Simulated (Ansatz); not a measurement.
**FH₃S₂Si: how energies converge with the basis set**

One table from this session's results is given with a row withheld; the runs are named, their logs left out.

Computed with Ansatz 0.2.0, Gaussian basis. Level: one geometry, several basis sets.

The runs, in order: PBE0-D4/def2-SVP; ωB97M-V/def2-SVP; PBE0-D4/def2-QZVPP; ωB97M-V/def2-QZVPP; the functionals' def2-TZVPP values are taken from earlier runs.

**Structure used throughout**

The geometry comes from an earlier relaxation with PBE0-D4 in a triple-zeta def2 set; it is a stationary point, not always the lowest conformer.

SMILES `F[SiH](S)S`, 7 atoms, charge 0, spin multiplicity 1.

Atoms are counted from 1 here; the program's logs count them from 0.

Bond lengths: F1–Si2 1.596 Å, Si2–S3 2.114 Å, Si2–S4 2.115 Å, Si2–H5 1.477 Å, S3–H6 1.344 Å, S4–H7 1.345 Å. Angles: F1–Si2–S3 113.1°, F1–Si2–S4 108.8°, F1–Si2–H5 105.2°, S3–Si2–S4 104.7°, S3–Si2–H5 110.5°, S4–Si2–H5 114.8°, Si2–S3–H6 93.3°, Si2–S4–H7 93.2°.

Set-up of the first run:

Contents of in.yaml:

```yaml
crystal:
  periodic: [false, false, false]
  atoms:
    - {symbol: F, position_ang: [-1.160769, -1.275528, 0.097846]}
    - {symbol: Si, position_ang: [0.009185, -0.203775, -0.075592]}
    - {symbol: S, position_ang: [0.815018, 0.448704, 1.766141]}
    - {symbol: S, position_ang: [-0.792162, 1.543165, -0.959029]}
    - {symbol: H, position_ang: [1.043301, -0.886197, -0.880085]}
    - {symbol: H, position_ang: [1.722807, -0.541964, 1.807551]}
    - {symbol: H, position_ang: [-1.576181, 0.847693, -1.802434]}
basis:
  gaussian: {orbitals: def2-SVP}
hamiltonian: {xc: pbe0, dispersion: d4}
output: {orbitals: {seedname: orbitals}}
```

Launch:

```console
$ ansatz run in.yaml --threads 2 --pin off --events-out ev --progress --plain --max-ram 4352MiB
```

Steps of the session up to this table: PBE0-D4 in def2-SVP; ωB97M-V in def2-SVP; PBE0-D4 in def2-QZVPP; ωB97M-V in def2-QZVPP.

One of the session's tables, all rows but one given; the rest of the session is left out.

It belongs to the step «Functionals by basis». 

| functional | basis | HOMO (eV) | LUMO (eV) |
| --- | --- | --- | --- |
| PBE0-D4 | def2-SVP | -7.80 | 0.29 |
| PBE0-D4 | def2-TZVPP | ? | ? |
| PBE0-D4 | def2-QZVPP | -7.96 | -0.39 |
| ωB97M-V | def2-SVP | -9.95 | 2.28 |
| ωB97M-V | def2-TZVPP | -10.11 | 1.66 |
| ωB97M-V | def2-QZVPP | -10.15 | 1.27 |

**Question.** Estimate the row for PBE0-D4, def2-TZVPP.

**Answer.** HOMO (eV): -7.93; LUMO (eV): -0.22. In the column «HOMO (eV)» it lies between PBE0-D4, def2-QZVPP (-7.96) and PBE0-D4, def2-SVP (-7.80).
